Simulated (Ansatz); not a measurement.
# MgBe3S: the cost of one run

Program: Ansatz 0.2.0. Level of theory: DFT PBE, scalar-relativistic, plane waves, PAW. These are calculated values, not measurements.

## (1) The system as given

It takes space group P31m (No. 157, trigonal). The conventional cell has a = 4.027 Å, b = 4.027 Å, c = 4.622 Å, α = 90.00°, β = 90.00°, γ = 120.00°. Mg (site symmetry 3m) has 2 S at 2.03 to 2.60 Å as nearest neighbours. Around Be (site symmetry m) lie 2 S at 1.79 to 2.38 Å and 4 Be at 2.08 Å. S (site symmetry 3m) has 6 Be at 1.79 to 2.38 Å and 1 Mg at 2.03 Å as nearest neighbours.

Structure file:

```
CELL_PARAMETERS angstrom
4.02676 0.00000 0.00000
-2.01338 3.48728 0.00000
0.00000 0.00000 4.62169
ATOMIC_POSITIONS crystal
Mg 0.00000 0.00000 0.38711
Be 0.42448 0.00000 0.93948
Be 0.00000 0.42448 0.93948
Be 0.57552 0.57552 0.93948
S 0.00000 0.00000 0.82529
```

Recipe of the guess: random cell by space group and Wyckoff sites (P31m, No. 157). Lengths come from tabulated atomic sizes and are only a guess.

## (2) The guess as it stands, on a coarse mesh

input.yaml

```yaml
crystal:
  lattice:
    - [4.02676254, 0.0, 0.0]
    - [-2.01338127, 3.48727865, 0.0]
    - [0.0, 0.0, 4.62168939]
  atoms:
    - { symbol: Mg, position: [0.0, 0.0, 0.38710776] }
    - { symbol: Be, position: [0.42448373, 0.0, 0.93948135] }
    - { symbol: Be, position: [0.0, 0.42448373, 0.93948135] }
    - { symbol: Be, position: [0.57551627, 0.57551627, 0.93948135] }
    - { symbol: S, position: [0.0, 0.0, 0.82529347] }
basis:
  ecutwfc: 420
kpoints:
  mp_grid: { grid: [6, 6, 4] }
hamiltonian:
  xc: pbe
scf:
  occupations: { method: gaussian, width: 0.1 }
  lower_state_search: "off"
output:
  forces: true
  stress: true
  eigenvalues: true
```

Started as:

```bash
ansatz run input.yaml --threads 1 --pin off --max-ram 2560MiB --backend cpu --events-out ev --progress --plain --runs-dir out
```

What time and memory should one allow on 1 thread of Arm Neoverse V2, shared host?

About 2.7 s, with a peak of 0.31 GiB.
